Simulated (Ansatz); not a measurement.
**AlClH6OSi2: one species, many methods**

One table from this session's results is given with a row withheld; the runs are named, their logs left out.

The runs use Ansatz 0.2.0, Gaussian basis; functionals in def2-TZVPP, the program's frozen cores in correlated methods.

The runs, in order: LDA (SPW92), PBE-D4, revPBE-D4, BLYP-D4, r2SCAN-D4, B97M-V, PBE0-D4, B3LYP-D4, r2SCANh-D4, r2SCAN0-D4, HSE06-D4, BHLYP-D4, CAM-B3LYP-D4, LC-ωPBE, ωB97X-V, ωB97M-V, B2PLYP, PBE-QIDH; CCSD(T)/def2-SVP; CCSD(T)/def2-TZVPP; MP2/def2-QZVPP; extrapolation to the limit; RPA on PBE.

## The geometry

An earlier PBE0-D4 in a triple-zeta def2 set relaxation fixed the geometry.

11 atoms, charge 0, spin multiplicity 1.

Atoms are counted from 1 here; the program's logs count them from 0.

Bond lengths: O1–Si2 1.647 Å, O1–H6 0.960 Å, Si2–Si3 2.344 Å, Si2–H7 1.492 Å, Si2–H8 1.484 Å, Si3–Al4 2.400 Å, Si3–Cl5 2.227 Å, Si3–H9 1.489 Å, Al4–Cl5 2.440 Å, Al4–H10 1.578 Å, Al4–H11 1.589 Å. Angles: Si2–O1–H6 118.1°, O1–Si2–Si3 107.8°, O1–Si2–H7 112.2°, O1–Si2–H8 107.0°, Si3–Si2–H7 107.7°, Si3–Si2–H8 113.6°, H7–Si2–H8 108.7°, Si2–Si3–Al4 118.4°, Si2–Si3–Cl5 102.5°, Si2–Si3–H9 114.7°, Al4–Si3–Cl5 63.5°, Al4–Si3–H9 126.9°, Cl5–Si3–H9 103.7°, Si3–Al4–Cl5 54.8°, Si3–Al4–H10 122.3°, Si3–Al4–H11 112.3°, Cl5–Al4–H10 108.8°, Cl5–Al4–H11 105.3° and more.

The first run:

Input file in.yaml:

```yaml
crystal:
  periodic: [false, false, false]
  atoms:
    - {symbol: O, position_ang: [-1.816065, 1.239824, -0.199533]}
    - {symbol: Si, position_ang: [-1.157374, 0.306583, -1.386704]}
    - {symbol: Si, position_ang: [0.727512, -0.763124, -0.493413]}
    - {symbol: Al, position_ang: [1.112488, -0.611382, 1.871109]}
    - {symbol: Cl, position_ang: [1.969648, 0.949567, 0.202976]}
    - {symbol: H, position_ang: [-1.707667, 0.956646, 0.710902]}
    - {symbol: H, position_ang: [-2.096831, -0.751509, -1.859176]}
    - {symbol: H, position_ang: [-0.844936, 1.206978, -2.523710]}
    - {symbol: H, position_ang: [1.593351, -1.439568, -1.498266]}
    - {symbol: H, position_ang: [2.332021, -1.324788, 2.574143]}
    - {symbol: H, position_ang: [-0.046845, 0.173675, 2.622373]}
basis:
  gaussian: {orbitals: def2-TZVPP}
hamiltonian: {xc: lda}
output: {orbitals: {seedname: orbitals}}
```

Launch:

```sh
ansatz run in.yaml --threads 4 --pin off --events-out ev --progress --plain --max-ram 10444MiB
```

Among the steps run: LDA; PBE-D4 (GGA); revPBE-D4 (GGA); BLYP-D4 (GGA); r2SCAN-D4 (meta-GGA); B97M-V (meta-GGA); B3LYP-D4 (hybrid); r2SCANh-D4 (hybrid); r2SCAN0-D4 (hybrid); HSE06-D4 (hybrid); BHLYP-D4 (hybrid); CAM-B3LYP-D4 (range-separated); LC-ωPBE (range-separated); ωB97X-V (range-separated); ωB97M-V (range-separated); B2PLYP (double hybrid); PBE-QIDH (double hybrid).

One table of the session follows, with a row left open; its other results are not shown here.

It belongs to the step «Frontier levels by functional». 

| functional | HOMO (eV) | LUMO (eV) | gap (eV) |
| --- | --- | --- | --- |
| LDA (SPW92) | -6.26 | -2.55 | 3.71 |
| PBE-D4 | -6.15 | -2.33 | 3.82 |
| revPBE-D4 | -6.11 | -2.24 | 3.86 |
| BLYP-D4 | -6.00 | -2.15 | 3.84 |
| r2SCAN-D4 | -6.38 | -2.13 | 4.26 |
| B97M-V | -6.46 | -2.22 | 4.24 |
| PBE0-D4 | -7.18 | -1.51 | 5.67 |
| B3LYP-D4 | -6.98 | -1.67 | 5.32 |
| r2SCANh-D4 | -6.76 | -1.83 | 4.92 |
| r2SCAN0-D4 | -7.32 | -1.40 | 5.92 |
| HSE06-D4 | -6.79 | -1.88 | 4.91 |
| BHLYP-D4 | -8.09 | -0.56 | 7.53 |
| CAM-B3LYP-D4 | -8.39 | -0.43 | 7.96 |
| LC-ωPBE | ? | ? | ? |
| ωB97X-V | -9.35 | 0.54 | 9.89 |
| ωB97M-V | -9.10 | 0.32 | 9.42 |

Estimate the missing values for LC-ωPBE.

The run gave: HOMO (eV): -9.66; LUMO (eV): 0.64; gap (eV): 10.30. In the column «HOMO (eV)» it is the lowest.
